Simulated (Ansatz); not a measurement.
# La2SbAs3: from a guess to a relaxed structure

Aim: relax a trial structure of La2SbAs3 and see where it ends.

Method: DFT PBE, scalar-relativistic, plane waves, PAW, in Ansatz 0.2.0.

## (1) The starting structure

Symmetry: P-6m2, No. 187, hexagonal system. Conventional cell: a = 4.530 Å, b = 4.530 Å, c = 9.072 Å, α = 90.00°, β = 90.00°, γ = 120.00°. La (site symmetry 3m) has 9 As at 3.39 to 3.54 Å and 3 Sb at 3.39 Å in its first shell of neighbours. Around Sb (site symmetry -6m2) lie 3 As at 2.62 Å. As (site symmetry -6m2) has 3 As at 2.62 Å and 6 La at 3.54 Å in its first shell of neighbours. As (site symmetry -6m2) has 3 Sb at 2.62 Å and 6 La at 3.39 Å in its first shell of neighbours.

Coordinates:

```cif
data_structure
_symmetry_space_group_name_H-M 'P-6m2'
_symmetry_Int_Tables_number 187
_cell_length_a 4.5298
_cell_length_b 4.5298
_cell_length_c 9.0724
_cell_angle_alpha 90.000
_cell_angle_beta 90.000
_cell_angle_gamma 120.000
_cell_volume 161.22
loop_
_atom_site_label
_atom_site_type_symbol
_atom_site_symmetry_multiplicity
_atom_site_Wyckoff_symbol
_atom_site_fract_x
_atom_site_fract_y
_atom_site_fract_z
_atom_site_occupancy
La1 La 2 i 0.66667 0.33333 0.23765 1
Sb1 Sb 1 a 0.00000 0.00000 0.00000 1
As1 As 1 b 0.00000 0.00000 0.50000 1
As2 As 1 c 0.33333 0.66667 0.00000 1
As3 As 1 d 0.33333 0.66667 0.50000 1
```

Recipe of the guess: species swapped into a database cell of Ce2CoSi3 (P-6m2, No. 187), with La on the Ce sites, Sb on the Co sites and As on the Si sites. Lengths come from tabulated atomic sizes and are only a guess.

## (2) A first look at the guess

Contents of input.yaml:

```yaml
crystal:
  lattice:
    - [4.52976292, 0.0, 0.0]
    - [-2.26488146, 3.92288976, 0.0]
    - [0.0, 0.0, 9.07244914]
  atoms:
    - { symbol: La, position: [0.66666667, 0.33333333, 0.23765101] }
    - { symbol: La, position: [0.66666667, 0.33333333, 0.76234899] }
    - { symbol: Sb, position: [0.0, 0.0, 0.0] }
    - { symbol: As, position: [0.0, 0.0, 0.5] }
    - { symbol: As, position: [0.33333333, 0.66666667, 0.0] }
    - { symbol: As, position: [0.33333333, 0.66666667, 0.5] }
basis:
  ecutwfc: 420
kpoints:
  mp_grid: { grid: [6, 6, 2] }
hamiltonian:
  xc: pbe
scf:
  occupations: { method: gaussian, width: 0.1 }
  lower_state_search: "off"
output:
  forces: true
  stress: true
  eigenvalues: true
```

Run with:

```sh
> ansatz run input.yaml --threads 1 --pin off --max-ram 2560MiB --backend cpu --events-out ev --progress --plain --runs-dir out
```

Further runs follow: rough relaxation on the coarse mesh; final relaxation.

**Question.** What will these runs give? Wanted: conventional cell; volume; energy over the elements; gap on the mesh.

**Answer**, as computed:

| quantity | value |
| --- | --- |
| symmetry at the end (tolerance 0.05 Å) | space group P-6m2 (No. 187) |
| conventional cell | a = 4.709 Å, b = 4.709 Å, c = 8.206 Å, α = 90.00°, β = 90.00°, γ = 120.00° |
| volume | 26.26 Å³/atom |
| energy over the elements | -0.78 eV/atom |
| gap on the mesh | none (metal) |

**Reading.** The space group P-6m2 (No. 187) is kept, and the volume per atom shrinks by 2.3 % from the first guess. It lies below the elements, which doesn't yet make it stable: competing phases were not computed in this session. No finished test with a distortion of lower symmetry is shown, so the end may be a saddle point. Spin-orbit coupling is left out for La, Sb.
